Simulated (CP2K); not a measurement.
**Ga3Se: equation of state with PBEsol**

The system is Ga3Se.

```
CELL_PARAMETERS angstrom
4.43246 0.00000 0.00000
0.00000 4.43246 0.00000
0.00000 0.00000 4.43246
ATOMIC_POSITIONS crystal
Se 0.00000 0.00000 0.00000
Ga 0.50000 0.50000 0.00000
Ga 0.50000 0.00000 0.50000
Ga 0.00000 0.50000 0.50000
```

The cell comes from a database or a generator and needn't be the stable form of this composition.

```yaml
Program: CP2K 2026.2
Task: equation of state
Functional: PBEsol
Potentials_or_basis: POTENTIAL_UZH Se GTH-PBE-q6, Ga GTH-PBE-q13; TZVP-MOLOPT-PBE-GTH basis
Density_cutoff: 6123 eV
k_mesh: 6 × 6 × 6
Occupations: fermi-dirac, width 0.05 eV
Spin: no spin polarisation
SCF_solver: diagonalisation with k points
Quickstep_method: GPW
EPS_DEFAULT: 1.0E-10
EPS_SCF: 1.0E-6
MAX_SCF: 100
SCF_GUESS: ATOMIC
k_points_reduced_by_the_point_group: yes
Mesh_centred_on_Gamma: yes
CHOLESKY: OFF
EPS_EIGVAL: 1.0E-7
MIXING_METHOD: BROYDEN_MIXING
MIXING_ALPHA: 0.4
NBUFFER: 8
NGRIDS: 4
Basis_sets: Se TZVP-MOLOPT-PBE-GTH-q6, Ga TZVP-MOLOPT-PBE-GTH-q13
Potentials: Se GTH-PBE-q6 of POTENTIAL_UZH, Ga GTH-PBE-q13 of POTENTIAL_UZH
ADDED_MOS: "[14]"
REL_CUTOFF_Ry: 60 Ry
MIXING_BETA_1/bohr: 1.5 1/bohr
CUTOFF_of_the_grids: 450 Ry
```

| Property | Result |
| --- | --- |
| Equilibrium volume | 20.23 Å³/atom (rough: see the caveat) |
| Bulk modulus | 50 GPa (rough) |

Energy against volume, from the lowest point:
```
volume (Å³/atom)  energy (meV/atom)
          20.465               0.00
          20.900               2.81
          21.335               7.96
          21.771              15.13
          22.206              24.05
          22.642              34.47
          23.077              46.17
```

All runs of the series together: 4.4 min on 3 threads of Intel(R) Xeon(R) Platinum 8375C CPU @ 2.90GHz (Ice Lake), on a shared host.

Caveat: the minimum lies outside the volumes run; the potentials were made for another functional, which shifts forces and pressure; the basis of atomic orbitals isn't converged, which shifts pressures, moduli and gaps.
